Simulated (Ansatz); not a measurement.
# HOSTe: a trajectory, and a look at its input

A trajectory is wanted. The input is run as typed.

Computed with Ansatz 0.2.0, Gaussian basis. Level: PBE0-D4/def2-SVPD.

2 further runs of the same task are left out: 2 that didn't finish.

**1. The structure**

```
O    -0.86061    0.84688   -0.64589
Te    0.42536    0.66635    1.01553
S     1.19778   -1.50927    0.69602
H    -0.76253   -0.00396   -1.06566
```

**2. The run**

File run/in.yaml:

```yaml
crystal:
  periodic: [false, false, false]
  atoms:
    - {symbol: O, position_ang: [-0.860610, 0.846880, -0.645890]}
    - {symbol: Te, position_ang: [0.425360, 0.666350, 1.015530]}
    - {symbol: S, position_ang: [1.197780, -1.509270, 0.696020]}
    - {symbol: H, position_ang: [-0.762530, -0.003960, -1.065660]}
basis:
  gaussian: {orbitals: def2-SVPD}
total_charge: -1
hamiltonian: {xc: pbe0, dispersion: d4}
md: {n_steps: 25, timestep: 0.25, temperature: 8000, ensemble: nve, seed: 325, initial_velocities: maxwell_boltzmann}
```

The run is started by

```console
$ ansatz run in.yaml --threads 2 --pin off --events-out ev --progress --plain --max-ram 3481MiB
```

Q: Predict the outcome of this session. Wanted: this run.

**Answer**, as computed:

| quantity | value |
| --- | --- |
| this run | converged |
| fault | far too hot |

The set temperature is far above any at which the molecule holds together; the run shows the first femtoseconds of that heating.
